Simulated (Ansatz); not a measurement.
# CH₇NOSi: one species, many methods

An exercise on one series of results from a longer session: the logs are not shown, and one member is left open.

Computed with Ansatz 0.2.0, Gaussian basis. Level: functionals in def2-TZVPP, the program's frozen cores in correlated methods.

Levels to be run: LDA (SPW92), PBE-D4, revPBE-D4, BLYP-D4, r2SCAN-D4, B97M-V, PBE0-D4, B3LYP-D4, r2SCANh-D4, r2SCAN0-D4, HSE06-D4, BHLYP-D4, CAM-B3LYP-D4, LC-ωPBE, ωB97X-V, ωB97M-V, B2PLYP, PBE-QIDH; CCSD(T)/def2-SVP; CCSD(T)/def2-TZVPP; MP2/def2-QZVPP; extrapolation to the limit; RPA on PBE.

## The geometry

An earlier PBE0-D4 in a triple-zeta def2 set relaxation fixed the geometry.

SMILES `NC[SiH2]O`, 11 atoms, charge 0, spin multiplicity 1.

Atoms are counted from 1 here; the program's logs count them from 0.

Bond lengths: N1–C2 1.468 Å, N1–H5 1.012 Å, N1–H6 1.013 Å, C2–Si3 1.883 Å, C2–H7 1.099 Å, C2–H8 1.095 Å, Si3–O4 1.646 Å, Si3–H9 1.493 Å, Si3–H10 1.485 Å, O4–H11 0.965 Å. Angles: C2–N1–H5 111.5°, C2–N1–H6 110.7°, H5–N1–H6 106.9°, N1–C2–Si3 106.3°, N1–C2–H7 114.9°, N1–C2–H8 108.2°, Si3–C2–H7 113.3°, Si3–C2–H8 107.0°, H7–C2–H8 106.8°, C2–Si3–O4 106.4°, C2–Si3–H9 108.9°, C2–Si3–H10 112.7°, O4–Si3–H9 111.3°, O4–Si3–H10 108.8°, H9–Si3–H10 108.7°, Si3–O4–H11 110.3°.

The first run:

The input, in.yaml:

```yaml
crystal:
  periodic: [false, false, false]
  atoms:
    - {symbol: N, position_ang: [-1.027561, 0.085417, -1.007451]}
    - {symbol: C, position_ang: [0.295239, 0.573771, -0.600142]}
    - {symbol: Si, position_ang: [0.634668, -0.169124, 1.096008]}
    - {symbol: O, position_ang: [0.255932, -1.767556, 0.988200]}
    - {symbol: H, position_ang: [-1.207945, 0.273396, -1.985512]}
    - {symbol: H, position_ang: [-1.757438, 0.548626, -0.479848]}
    - {symbol: H, position_ang: [0.414301, 1.666084, -0.628440]}
    - {symbol: H, position_ang: [1.039699, 0.157018, -1.286333]}
    - {symbol: H, position_ang: [-0.218522, 0.522316, 2.107642]}
    - {symbol: H, position_ang: [2.056493, -0.039950, 1.503590]}
    - {symbol: H, position_ang: [-0.419367, -1.906897, 0.313086]}
basis:
  gaussian: {orbitals: def2-TZVPP}
hamiltonian: {xc: lda}
output: {orbitals: {seedname: orbitals}}
```

Command:

```sh
$ ansatz run in.yaml --threads 2 --pin off --events-out ev --progress --plain --max-ram 4352MiB
```

Steps of the session up to this table: LDA; PBE-D4 (GGA); revPBE-D4 (GGA); BLYP-D4 (GGA); r2SCAN-D4 (meta-GGA); B97M-V (meta-GGA); PBE0-D4 (hybrid); B3LYP-D4 (hybrid); r2SCANh-D4 (hybrid); r2SCAN0-D4 (hybrid); HSE06-D4 (hybrid); BHLYP-D4 (hybrid); CAM-B3LYP-D4 (range-separated); LC-ωPBE (range-separated); ωB97X-V (range-separated); ωB97M-V (range-separated); B2PLYP (double hybrid); PBE-QIDH (double hybrid).

One of the session's tables, all rows but one given; the rest of the session is left out.

| functional | HOMO (eV) | LUMO (eV) | gap (eV) |
| --- | --- | --- | --- |
| LDA (SPW92) | -5.93 | -0.60 | 5.34 |
| PBE-D4 | -5.81 | -0.40 | 5.41 |
| revPBE-D4 | -5.76 | -0.30 | 5.45 |
| BLYP-D4 | -5.72 | -0.36 | 5.36 |
| r2SCAN-D4 | -6.10 | 0.15 | 6.25 |
| B97M-V | -6.28 | -0.21 | 6.08 |
| PBE0-D4 | -7.26 | 0.47 | 7.73 |
| B3LYP-D4 | ? | ? | ? |
| r2SCANh-D4 | -6.64 | 0.42 | 7.07 |
| r2SCAN0-D4 | -7.46 | 0.82 | 8.28 |
| HSE06-D4 | -6.85 | 0.10 | 6.95 |
| BHLYP-D4 | -8.65 | 1.18 | 9.83 |
| CAM-B3LYP-D4 | -8.71 | 1.31 | 10.02 |
| LC-ωPBE | -10.08 | 2.61 | 12.69 |
| ωB97X-V | -9.73 | 2.41 | 12.14 |
| ωB97M-V | -9.63 | 1.99 | 11.63 |

Estimate the missing values for B3LYP-D4.

Worked estimate for «HOMO (eV)». Against the share of exact exchange, BLYP-D4 (0, -5.72), BHLYP-D4 (0.5, -8.65) give a slope of -5.86 per unit share; at 0.2 the line stands at -6.89.

**Answer.** HOMO (eV): -7.04; LUMO (eV): 0.16; gap (eV): 7.20. In «HOMO (eV)» the line misses by +0.15.
